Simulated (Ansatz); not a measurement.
# WC: the cost of one run

Method: DFT r2SCAN, scalar-relativistic, plane waves, PAW, in Ansatz 0.2.0.

## 1. The starting structure

It takes space group P-6m2 (No. 187, hexagonal). The conventional cell has a = 2.917 Å, b = 2.917 Å, c = 2.839 Å, α = 90.00°, β = 90.00°, γ = 120.00°. Around W (site symmetry -6m2) lie 6 C at 2.20 Å. Around C (site symmetry -6m2) lie 6 W at 2.20 Å.

Structure file:

```xyz
2
Lattice="2.9166 0.0000 0.0000 -1.4583 2.5258 0.0000 0.0000 0.0000 2.8394" Properties=species:S:1:pos:R:3 pbc="T T T"
W     0.0000    0.0000    0.0000
C     1.4583    0.8419    1.4197
```

This is candidate A: structure listed in a database for this formula (P-6m2, No. 187).

(A quick probe on a coarse mesh, which set the mesh and smearing, is not shown.)

## 3. Relaxing cell and atoms (candidate A)

input.yaml

```yaml
crystal:
  lattice:
    - [2.9165944337, 0.0, 0.0]
    - [-1.4582972168, 2.5258448721, 0.0]
    - [0.0, 0.0, 2.83943579]
  atoms:
    - { symbol: W, position: [0.0, 0.0, 0.0] }
    - { symbol: C, position: [0.66666667, 0.33333333, 0.5] }
basis:
  ecutwfc: 500
kpoints:
  mp_grid: { grid: [24, 24, 20] }
hamiltonian:
  xc: r2scan
scf:
  occupations: { method: gaussian, width: 0.1 }
output:
  forces: true
  stress: true
  eigenvalues: true
relax:
  adjacent_minimum: "off"
  f_tol: 0.01
  max_steps: 80
  cell: { stress_tol: 0.05 }
```

Started as:

```bash
$ ansatz run input.yaml --threads 1 --pin off --max-ram 3072MiB --backend cpu --events-out ev --progress --plain --runs-dir out
```

What time and memory should one allow on 1 thread of Intel Xeon 6975P-C (Granite Rapids), shared host?

About 93 s, with a peak of 0.7 GiB.
